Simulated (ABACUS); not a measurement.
# Ta3AsAu2O13 in ABACUS: the effect of dispersion

Crystal: Ta3AsAu2O13.

```xyz
19
Lattice="5.5590 0.0000 0.0000 -2.7795 4.8142 0.0000 0.0000 0.0000 9.7669" Properties=species:S:1:pos:R:3 pbc="T T T"
Ta    0.0000    0.0000    1.8956
Ta    0.0000    0.0000    7.8713
Ta    2.7795    1.6047    0.0000
As    0.0000    0.0000    4.8834
Au    0.0000    3.2095    2.6789
Au    0.0000    3.2095    7.0880
O     0.0000    0.0000    0.0000
O    -1.3685    4.6760    3.5553
O    -0.5858    1.2911    3.5553
O     1.9543    3.6614    3.5553
O    -1.3685    4.6760    6.2115
O    -0.5858    1.2911    6.2115
O     1.9543    3.6614    6.2115
O     1.2085    1.6092    8.3843
O     3.5612    0.2420    8.3843
O     3.5689    2.9631    8.3843
O     1.2085    1.6092    1.3826
O     3.5612    0.2420    1.3826
O     3.5689    2.9631    1.3826
```

The cell was built by a generator and needn't be a form met in nature.

The cell isn't the ideal one: volume scaled by 1.06.

Alike in all runs:

| Property | Result |
| --- | --- |
| Program | ABACUS 3.10.1 |
| Task | equation of state |
| Functional | BLYP |
| Potentials or basis | PseudoDojo NC SR 0.4.1 PBE standard |
| Cutoff | 1361 eV |
| Density cutoff | 5442 eV |
| Basis | DZP LCAO (the cutoffs set its grid) |
| k mesh | 4 × 4 × 2 |
| Occupations | fermi-dirac, width 0.05 eV |
| Spin | no spin polarisation |

```csv
dispersion,pressure (GPa),largest force (eV/Å)
none,-2.6,0.40
D2,?,?
D3,-6.4,0.42
D3(BJ),-7.6,0.41
D3(BJ)+ABC,-7.3,0.41
```

Q: What does the run with dispersion D2 give?

A: Pressure -8.6 GPa; largest force 0.84 eV/Å.

Caveats: the atomic orbitals were generated for these runs and aren't a published set; the potentials were made for another functional, which shifts forces and pressure; the basis of atomic orbitals isn't converged, which shifts pressures, moduli and gaps; pairwise dispersion overbinds metals, which lowers pressure and volume (some runs).

Runs at the PBE level aren't shown here.
